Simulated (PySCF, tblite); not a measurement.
# C₅H₄ClFO+ (doublet): geometry, infrared bands and EPR parameters

Wanted: the infrared bands and EPR parameters of C₅H₄ClFO+ (doublet) (`[CH2+][C]1OC(Cl)=C[C@H]1F`), by calculation.

The runs use tblite 0.8.0 and PySCF 2.14.0, with density-fitted response routines of our own; the level of theory stands in each step. All values are computed, except where a source is named. Atoms count from 0, in the outputs and in this text.

### 1 The starting structure

12 atoms, charge 1, multiplicity 2; geometry from: force field or distance geometry start.

Bonds of the start (Å): C0–C1 1.43, C1–O2 1.38, O2–C3 1.41, C3–Cl4 1.71, C3–C5 1.33, C5–C6 1.50, C6–F7 1.37, C6–C1 1.49, C0–H8 1.08, C0–H9 1.07, C5–H10 1.07, C6–H11 1.09.

### 2 Relaxing the molecule with GFN2-xTB

Job settings and geometry (Å):

```
{"job": {"kind": "relax", "xc": "GFN2-xTB", "basis": "xTB"}, "charge": 1, "multiplicity": 2}
C      2.023000    -0.704700    -0.318600
C      0.645000    -0.347900    -0.144000
O     -0.278300    -1.348900     0.099600
C     -1.506200    -0.679200     0.272400
Cl    -2.951300    -1.531700     0.613400
C     -1.419700     0.640800     0.175700
C      0.005500     0.997900    -0.117000
F      0.522000     1.786700     0.872000
H      2.321000    -1.744700    -0.281500
H      2.759200     0.072300    -0.415800
H     -2.218400     1.350800     0.288400
H      0.099400     1.508000    -1.070700
```

On the command line:

```
$ OMP_NUM_THREADS=1 python probes_run.py task.json out
```

This one command runs all jobs of the session in turn.

Standard output:

```text
step      E/eV     max force
  0    -694.67597    4.249
  1    -694.97440    1.370
  2    -695.02594    0.582
  3    -695.04845    0.482
  4    -695.07537    0.477
  5    -695.09311    0.352
  6    -695.10520    0.286
  7    -695.11350    0.304
  8    -695.12082    0.246
  9    -695.12478    0.145
 10    -695.12651    0.101
 11    -695.12783    0.096
 12    -695.12963    0.136
 13    -695.13183    0.174
 14    -695.13379    0.128
 15    -695.13526    0.103
 16    -695.13676    0.106
 17    -695.13892    0.177
 18    -695.14186    0.226
 19    -695.14495    0.178
 20    -695.14736    0.108
 21    -695.14897    0.087
 22    -695.15005    0.084
 23    -695.15087    0.076
 24    -695.15142    0.074
 25    -695.15180    0.062
 26    -695.15214    0.049
 27    -695.15242    0.042
 28    -695.15262    0.043
 29    -695.15277    0.040
 30    -695.15293    0.044
 31    -695.15313    0.045
 32    -695.15335    0.041
 33    -695.15352    0.037
 34    -695.15364    0.030
 35    -695.15373    0.032
 36    -695.15381    0.028
 37    -695.15388    0.020
 38    -695.15394    0.022
 39    -695.15398    0.017
 40    -695.15401    0.012
 41    -695.15402    0.007
```

Wall time 0.16 s (1 thread of AMD EPYC 9R45, shared host).

The steps of the relaxation: (not every step is listed)

```csv
step,energy from step 0 (eV),largest force (eV/Å)
0,0.0000,4.2493
1,-0.2984,1.3696
2,-0.3500,0.5817
3,-0.3725,0.4819
4,-0.3994,0.4768
5,-0.4171,0.3516
6,-0.4292,0.2856
7,-0.4375,0.3037
8,-0.4448,0.2462
10,-0.4505,0.1012
12,-0.4537,0.1357
14,-0.4578,0.1276
16,-0.4608,0.1061
18,-0.4659,0.2257
20,-0.4714,0.1080
22,-0.4741,0.0844
24,-0.4755,0.0742
26,-0.4762,0.0492
28,-0.4766,0.0426
30,-0.4770,0.0439
32,-0.4774,0.0415
34,-0.4777,0.0299
36,-0.4778,0.0284
37,-0.4779,0.0196
38,-0.4780,0.0224
39,-0.4780,0.0173
40,-0.4780,0.0119
41,-0.4780,0.0071
```

Close pairs (by a distance rule), those that changed most:

```csv
bond,before (Å),after (Å),change (Å)
C0–C1,1.434,1.339,-0.095
O2–C3,1.409,1.341,-0.068
C3–C5,1.326,1.376,+0.050
C3–Cl4,1.712,1.670,-0.042
C6–H11,1.086,1.117,+0.031
C1–C6,1.490,1.521,+0.030
C1–O2,1.383,1.361,-0.023
C6–F7,1.366,1.349,-0.018
```

The next job starts from the end point, and lists it.

### 3 Vibrational analysis with GFN2-xTB

Job settings and geometry (Å):

```
{"job": {"kind": "ir", "xc": "GFN2-xTB", "basis": "xTB"}, "charge": 1, "multiplicity": 2}
C      1.951296    -0.701111    -0.242559
C      0.656433    -0.378333    -0.137209
O     -0.338999    -1.299122    -0.026087
C     -1.510028    -0.695939     0.227030
Cl    -2.853485    -1.655362     0.477569
C     -1.395900     0.674796     0.262860
C      0.011373     0.997941    -0.093919
F      0.643697     1.911719     0.670178
H      2.270411    -1.730436    -0.195548
H      2.704739     0.062900    -0.343483
H     -2.158209     1.393469     0.503543
H      0.019869     1.418790    -1.128401
```

Standard output:

```text
mode    cm-1     km/mol
  1     122.5      4.20
  2     150.3      5.99
  3     220.7      1.95
  4     236.3      5.94
  5     347.1      0.48
  6     422.5      7.33
  7     450.6      6.22
  8     551.6      2.16
  9     564.2      1.73
 10     632.7      4.83
 11     658.8     14.08
 12     756.7     19.44
 13     817.8     10.11
 14     894.9     21.08
 15     903.6     36.62
 16     910.2      5.57
 17     974.4     54.79
 18    1029.4     17.24
 19    1089.0     24.18
 20    1126.4      7.06
 21    1148.7     37.97
 22    1171.2     40.46
 23    1236.1     19.77
 24    1316.7     66.31
 25    1409.1    149.54
 26    1594.1     67.52
 27    2687.7     72.04
 28    3092.2    109.46
 29    3134.4     22.83
 30    3139.1     75.05
```

Run time: 0.23 s. Hardware: 1 thread of AMD EPYC 9R45, shared host.

Which atoms move in the most intense modes:

```csv
cm⁻¹,km/mol,atoms
974,54.8,"H11 58 %, H10 17 %"
1171,40.5,"C6 29 %, C1 21 %, O2 15 %, C3 12 %"
1317,66.3,"H8 44 %, H9 44 %"
1409,149.5,"C3 49 %, C5 43 %"
1594,67.5,"C1 56 %, C0 37 %"
2688,72.0,H11 94 %
3092,109.5,"H8 59 %, H9 37 %"
3139,75.0,H10 92 %
```

### 4 EPR parameters: B3LYP/pcH-1

Settings changed since step 3:

```diff
@@ -1,2 +1,2 @@
-{"job": {"kind": "ir", "xc": "GFN2-xTB", "basis": "xTB"}, "charge": 1, "multiplicity": 2}
+{"job": {"kind": "epr", "basis": "pcH-1"}, "charge": 1, "multiplicity": 2}
 C      1.951296    -0.701111    -0.242559
```

With the program's defaults for keys left out, this is: UKS B3LYP, pcH-1 on C Cl F H O, non-relativistic, mean-field spin-orbit, GIAO.

Standard output:

```text
UKS, coarse grid
  cycle   1  E = -827.70063710  |g| = 5.87e-01
  cycle   2  E = -827.32496569  |g| = 1.12e+00
  cycle   3  E = -827.83094415  |g| = 1.22e-01
  cycle   4  E = -827.83191553  |g| = 1.19e-01
  cycle   5  E = -827.83962669  |g| = 1.58e-02
  cycle   6  E = -827.83974608  |g| = 1.15e-02
  cycle   7  E = -827.83982437  |g| = 4.86e-03
  cycle   8  E = -827.83985895  |g| = 3.45e-03
  cycle   9  E = -827.83986943  |g| = 1.11e-03
  cycle  10  E = -827.83987108  |g| = 5.84e-04
UKS, final grid
  cycle   1  E = -827.83988762  |g| = 7.48e-04
  cycle   2  E = -827.83988721  |g| = 1.27e-03
  cycle   3  E = -827.83988795  |g| = 1.83e-04
  cycle   4  E = -827.83988797  |g| = 7.88e-05
  cycle   5  E = -827.83988798  |g| = 6.22e-05
  cycle   6  E = -827.83988799  |g| = 1.25e-05
E = -827.83988799 Eh   <S^2> = 0.7660 (exact 0.7500)
g shifts (ppm)      1          2          3
  rmc          -200       -200       -200
  gc             -1         48         45
  oz_so        -339       2564       5264
  total        -540       2412       5110
hyperfine (MHz)  atom isotope    a_iso     a_fc   dipolar eigenvalues
    0   13C      20.25      20.33    -23.00    -22.17     45.17
    1   13C      -7.86      -7.97     -7.59      0.66      6.93
    2   17O     -25.49     -25.25    -77.54     38.29     39.24
    3   13C     -25.86     -25.98     -3.83     -0.24      4.07
    4  35Cl       1.24       0.92     -7.33     -6.05     13.39
    5   13C      41.19      41.35    -40.78    -40.37     81.14
    6   13C     -18.17     -18.18     -3.65     -1.81      5.47
    7   19F      87.53      86.64    -48.22    -44.35     92.57
    8    1H     -18.27     -18.27     -9.55     -2.43     11.98
    9    1H     -19.13     -19.13    -10.10     -2.21     12.31
   10    1H     -34.17     -34.15    -18.74     -2.74     21.48
   11    1H     165.54     165.55     -4.91     -1.57      6.48
```

Run time: 34 s. Hardware: 1 thread of AMD EPYC 9R45, shared host; peak memory 0.9 GiB.

Principal g values 2.00178, 2.00473, 2.00743; g(iso) = 2.00465, against 2.00232 for a free electron.

Mean a(iso) over the nuclei that a row names, and the largest dipolar term of the row (other rows stand at the frozen geometry):

```csv
nuclei,isotope,a(iso) (MHz),"a(iso) (G, at g = 2.0023)",largest dipolar term (MHz)
H11,1H,165.5,59.1,6.5
F7,19F,87.5,31.2,92.6
C5,13C,41.2,14.7,81.1
H10,1H,-34.2,-12.2,21.5
C3,13C,-25.9,-9.2,4.1
O2,17O,-25.5,-9.1,-77.5
C0,13C,20.2,7.2,45.2
"H8, H9",1H,-18.7,-6.7,12.3
C6,13C,-18.2,-6.5,5.5
C1,13C,-7.9,-2.8,-7.6
Cl4,35Cl,1.2,0.4,13.4
```

Mulliken spin populations:

```csv
atom,value (e)
C0,0.29
C1,0.00
O2,0.21
C3,-0.03
Cl4,0.04
C5,0.50
C6,-0.03
F7,0.02
H8,-0.01
H9,-0.01
H10,-0.02
H11,0.06
```

In first order the couplings over 0.8 MHz of 1H, 19F, 35Cl give 96 distinct lines over 117.2 G, if the averaged nuclei exchange fast.

The fields below are evaluated on a grid from the run's orbitals.

ELF in a plane through or near 10 of the atoms.

Ten even steps from ' ' (0.00) to '@' (1.00):
```
                                                        
                                                        
                                  ..==++++--::          
                                  ::##%%%%##++::        
          ..==##++..    ..====..  ::%%@@%%%%##++..      
        ..%%@@@@@@##    ==%%%%++....##**==::**##==      
        --@@@@@@@@%%..  ==%%++##++==%%##..::##%%**..    
        ..##@@@@@@##--::==##..####::**%%##%%%%%%++..    
          ::++**....%%==::%%##**==##..==--++****--      
        ::**%%##--..@@::**==....++%%%%++      ..        
      ..%%@@@@@@%%++==++%%@@******::::**++::            
        %%@@@@@@%%--  ==##==::@@@@..==@@@@@@**          
        ==@@@@@@--    ..--..--##%%**@@@@@@@@@@..        
          ::==::      ::--++==--::--%%@@@@@@@@          
                    ::++**++--      ::++##++..          
                    ..==++++--                          
                      ..::::..                          
                                                        
                                                        
                                                        
```
The map spans 10.6 Å across and 9.1 Å up, centred on the molecule. Atoms in the plane (x, y in Å): C0 (-2.0, 0.5), C1 (-0.7, 0.3), O2 (0.2, 1.3), C3 (1.4, 0.9), Cl4 (2.7, 1.9), C5 (1.5, -0.5), C6 (0.1, -1.0), H8 (-2.4, 1.5), H9 (-2.7, -0.3), H10 (2.3, -1.2).

On the surface of density 0.002 e/bohr³ the electrostatic potential runs, from the 1st to the 99th percentile, from 2.95 V near F7 to 6.19 V near H11.

The spin density lies nearest to C5 32 %; O2 18 %; C0 18 %.

### 5 What came out

```
                                 quantity                  value
strongest single infrared mode (GFN2-xTB)  1409 cm⁻¹, 150 km/mol
             zero-point energy (GFN2-xTB)          46.9 kcal/mol
                           g(iso) (B3LYP)                2.00465
                                     ⟨S²⟩     0.766 (exact 0.75)
       largest a(iso) (averaged by class)   1H on H11, 165.5 MHz
```

Over 41 steps the energy fell by 0.478 eV; of the close pairs, C0–C1 changed most, 1.434 to 1.339 Å. No mode is imaginary among the 30: a minimum at this level. The strongest single mode, at 1409 cm⁻¹, moves mainly C3 and C5. Unscaled tight-binding wavenumbers are off by several per cent, some by more. Its intensities can rank the bands wrongly. The largest share of the spin, 0.50 e, sits on C5. The isotropic g lies 2.3 ppt above the free-electron value.
